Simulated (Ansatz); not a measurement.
# ClH7OW: the cost of one run

Method: RKS LDA/def2-SVP, in Ansatz 0.2.0.

### Step 1. The starting structure

Bond lengths: W1–Cl2 2.740 Å, W1–H3 1.720 Å, W1–H4 1.720 Å, W1–H5 1.720 Å, W1–H6 1.720 Å, W1–H7 1.720 Å, W1–O8 2.240 Å, O8–H9 1.010 Å. Angles (14 of 22 angles, heavy atoms first): Cl2–W1–O8 71.6°, Cl2–W1–H3 90.0°, Cl2–W1–H4 90.0°, Cl2–W1–H5 90.0°, Cl2–W1–H6 90.0°, Cl2–W1–H7 180.0°, H3–W1–O8 48.9°, H4–W1–O8 46.8°, H5–W1–O8 131.1°, H6–W1–O8 133.2°, H7–W1–O8 108.4°, W1–O8–H9 109.5°, H3–W1–H4 90.0°, H3–W1–H5 180.0°.

As a file:

```xyz
10

W     0.0000    0.0000    0.0000
Cl    0.0000    0.0000    2.7400
H     1.7200    0.0000    0.0000
H     0.0000    1.7200    0.0000
H    -1.7200    0.0000    0.0000
H     0.0000   -1.7200    0.0000
H     0.0000    0.0000   -1.7200
O     1.4721    1.5335    0.7063
H     2.2027    1.0805    1.2365
H     1.0390    1.0824    1.9242
```

### Step 2. Pulling towards end A

Springs on the bonds that form and break draw the guess towards this end; the thresholds are loose.

input.yaml

```yaml
crystal:
  periodic: [false, false, false]
  atoms:
    - { symbol: W, position_ang: [0.0, 0.0, 0.0] }
    - { symbol: Cl, position_ang: [0.0, 0.0, 2.74] }
    - { symbol: H, position_ang: [1.72, 0.0, 0.0] }
    - { symbol: H, position_ang: [0.0, 1.72, 0.0] }
    - { symbol: H, position_ang: [-1.72, 0.0, 0.0] }
    - { symbol: H, position_ang: [0.0, -1.72, 0.0] }
    - { symbol: H, position_ang: [0.0, 0.0, -1.72] }
    - { symbol: O, position_ang: [1.4721, 1.5335, 0.7063] }
    - { symbol: H, position_ang: [2.2027, 1.0805, 1.2365] }
    - { symbol: H, position_ang: [1.039, 1.0824, 1.9242] }
basis:
  gaussian: { orbitals: def2-SVP }
hamiltonian:
  xc: lda
relax:
  f_tol: 0.15
  max_steps: 25
  restrain:
    - { distance: [0, 7], at: 3.14, k: 30.0 }
    - { distance: [9, 1], at: 2.57, k: 30.0 }
    - { distance: [0, 1], at: 2.39, k: 30.0 }
    - { distance: [9, 7], at: 1.01, k: 30.0 }
```

The run is started by

```sh
> ansatz run input.yaml --threads 2 --pin off --max-ram 3072MiB --backend cpu --events-out ev --progress --plain --runs-dir out
```

**Question.** How long does this run take on 2 threads of Intel Xeon Platinum 8175M at 2.50GHz (Skylake/Cascade Lake), shared host, and how much memory does it need?

About 37 s, with a peak of 0.21 GiB.
